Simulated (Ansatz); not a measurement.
# ClFSi: the cost of one run

Computed with Ansatz 0.2.0, Gaussian basis. Level: PBE0-D4/def2-TZVP structures, single points in def2-TZVPP, no counterpoise correction.

Levels: SPW92, PBE-D4, BLYP-D4, r2SCAN-D4, B97M-V, PBE0-D4, B3LYP-D4, r2SCAN0-D4, BHLYP-D4, CAM-B3LYP-D4, wB97X-V, wB97M-V, B2PLYP, PBE-QIDH, RPA on PBE, Hartree-Fock, MP2, CCSD, CCSD(T).

Cores are frozen in the correlated methods. B3LYP uses VWN-RPA correlation. B2PLYP carries no dispersion term here.

79 further runs of the same task are left out: 1 that didn't finish, 78 set aside as unsound or not needed.

### 1 The system as given

The complex: 5 atoms, charge 0, spin multiplicity 1.

Atoms are counted from 1 here; the program's logs count them from 0.

Bond lengths: Si1–F2 1.615 Å, Si1–Cl4 2.090 Å, H3–Cl5 1.283 Å. Angles: F2–Si1–Cl4 99.7°.

As a file:

```mol
Cl2FHSi
  3D, bonds by distance, orders not assigned

  5  3  0  0  0  0  0  0  0  0999 V2000
    1.1680    0.4627    0.6578 Si  0  0
    1.1361    0.3697   -0.9545 F   0  0
   -1.0235   -1.2100   -0.9334 H   0  0
   -0.2144    2.0026    0.9506 Cl  0  0
   -1.0660   -1.6249    0.2795 Cl  0  0
  1  2  8  0
  1  4  8  0
  3  5  8  0
M  END
```

Its parts: SiClF holds atoms 1, 2, 4; HCl holds atoms 3, 5. Each part counts its atoms afresh in its own runs.

### 2 Relaxing SiClF alone

The input, relax-a/in.yaml:

```yaml
crystal:
  periodic: [false, false, false]
  atoms:
    - {symbol: Si, position_ang: [1.167989, 0.462677, 0.657827]}
    - {symbol: F, position_ang: [1.136052, 0.369722, -0.954485]}
    - {symbol: Cl, position_ang: [-0.214439, 2.002557, 0.950614]}
basis:
  gaussian: {orbitals: def2-TZVP}
hamiltonian: {xc: pbe0, dispersion: d4}
relax: {f_tol: 0.005, max_steps: 200}
```

Run with:

```sh
> ansatz run in.yaml --threads 2 --pin off --events-out ev --progress --plain --max-ram 4352MiB
```

**Question.** How long does this run take on 2 threads of Arm Neoverse V1, shared host?

About 5.5 s.
